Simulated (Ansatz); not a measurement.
**B₂ClH₃ with the probe Li+: a probe moved round a molecule**

Computed with Ansatz 0.2.0. Level: RKS PBE0-D4/def2-TZVP.

## (1) The starting structure

SMILES `BBCl`, 6 atoms, charge 0, spin multiplicity 1.

Atoms are counted from 1 here; the program's logs count them from 0.

Bond lengths: B1–B2 1.664 Å, B1–H4 1.220 Å, B1–H5 1.220 Å, B2–Cl3 1.770 Å, B2–H6 1.218 Å. Angles: B2–B1–H4 122.0°, B2–B1–H5 122.0°, H4–B1–H5 116.0°, B1–B2–Cl3 115.9°, B1–B2–H6 127.7°, Cl3–B2–H6 116.4°.

As a file:

```
B    -0.3048    0.0563   -0.8199
B     0.4068   -0.1962    0.6625
Cl   -0.2280    0.7735    2.0003
H     0.1007    0.9062   -1.5955
H    -1.2850   -0.5734   -1.1814
H     1.3104   -0.9664    0.9339
```

This geometry comes from a loose relaxation at PBE in a small basis, which is not shown.

## (4) The grid

The probe is moved over the molecule's main plane (x and y are the axes of that plane, centred on the molecule).

- x of the probe's Li atom: 13 values from −5.04 to 5.04 Å
- y of the probe's Li atom: 13 values from −5.04 to 5.04 Å

Nothing else is relaxed (molecule and probe rigid). Energies count from molecule and probe far apart, each relaxed in its own basis (no counterpoise correction). Points are written as (first, second).

The probe Li+ moves over a plane: the molecule's main plane. The molecule is turned into the frame of its main axes, as the inputs below show.

(The set-up runs are not shown.)

## (5) The run at (2.52 Å, −1.68 Å)

Contents of input.yaml:

```yaml
crystal:
  periodic: [false, false, false]
  atoms:
    - { symbol: B, position_ang: [-1.437279, 0.305707, 0.0] }
    - { symbol: B, position_ang: [-0.043897, -0.585019, 0.0] }
    - { symbol: Cl, position_ang: [1.481176, 0.279311, 0.0] }
    - { symbol: H, position_ang: [-1.96439, 0.648531, -1.020011] }
    - { symbol: H, position_ang: [-1.964425, 0.648257, 1.020099] }
    - { symbol: H, position_ang: [0.028257, -1.779114, -0.00014] }
    - { symbol: Li, position_ang: [2.52, -1.68, 0.0] }
total_charge: 1
basis:
  gaussian: { orbitals: def2-TZVP }
hamiltonian:
  xc: pbe0
  dispersion: d4
output:
  forces: true
```

Run with:

```sh
> ansatz run input.yaml --threads 1 --pin off --max-ram 2560MiB --backend cpu --events-out ev --progress --plain --runs-dir out
```

What time and memory should one allow on 1 thread of Arm Neoverse V2, shared host?

About 3.3 s, with a peak of 0.21 GiB.
